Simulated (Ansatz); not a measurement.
# AlH6NSSi: the cost of one run

Method: the settings change from run to run; program: Ansatz 0.2.0, Gaussian basis.

### 1 The relaxed structure

An earlier PBE0-D4 in a triple-zeta def2 set relaxation fixed the geometry.

SMILES `[NH2][AlH][SiH2]S`, 10 atoms, charge 0, spin multiplicity 1.

Atoms are counted from 1 here; the program's logs count them from 0.

Bond lengths: N1–Al2 1.766 Å, N1–H5 1.007 Å, N1–H6 1.008 Å, Al2–Si3 2.448 Å, Al2–H7 1.587 Å, Si3–S4 2.162 Å, Si3–H8 1.493 Å, Si3–H9 1.490 Å, S4–H10 1.344 Å. Angles: Al2–N1–H5 124.9°, Al2–N1–H6 124.9°, H5–N1–H6 110.2°, N1–Al2–Si3 119.8°, N1–Al2–H7 118.1°, Si3–Al2–H7 122.0°, Al2–Si3–S4 107.2°, Al2–Si3–H8 115.2°, Al2–Si3–H9 113.7°, S4–Si3–H8 110.4°, S4–Si3–H9 103.1°, H8–Si3–H9 106.5°, Si3–S4–H10 95.3°.

### 2 BLYP/aug-pcseg-2

Set apart from the defaults: D3(BJ) with three-body dispersion, relativity set to none.

in.yaml reads:

```yaml
crystal:
  periodic: [false, false, false]
  atoms:
    - {symbol: N, position_ang: [-0.879237, 1.939558, 0.916089]}
    - {symbol: Al, position_ang: [0.207837, 0.989758, -0.101133]}
    - {symbol: Si, position_ang: [0.355058, -1.433837, 0.208565]}
    - {symbol: S, position_ang: [0.084153, -2.342831, -1.733807]}
    - {symbol: H, position_ang: [-1.449472, 1.565500, 1.657277]}
    - {symbol: H, position_ang: [-1.032791, 2.931465, 0.826376]}
    - {symbol: H, position_ang: [1.014314, 1.742797, -1.242005]}
    - {symbol: H, position_ang: [1.618100, -1.919009, 0.839367]}
    - {symbol: H, position_ang: [-0.764249, -2.005268, 1.008417]}
    - {symbol: H, position_ang: [0.929386, -1.519332, -2.376147]}
basis:
  gaussian: {orbitals: aug-pcseg-2}
hamiltonian: {xc: {name: BLYP}, dispersion: d3bjatm, pseudopotentials: {relativity: none}}
```

Launch:

```sh
$ ansatz run in.yaml --threads 2 --pin off --events-out ev --progress --plain --max-ram 4352MiB
```

Q: Estimate wall time and peak memory on 2 threads of Intel Xeon 6975P-C, shared host.

About 5.5 s, with a peak of 0.57 GiB.
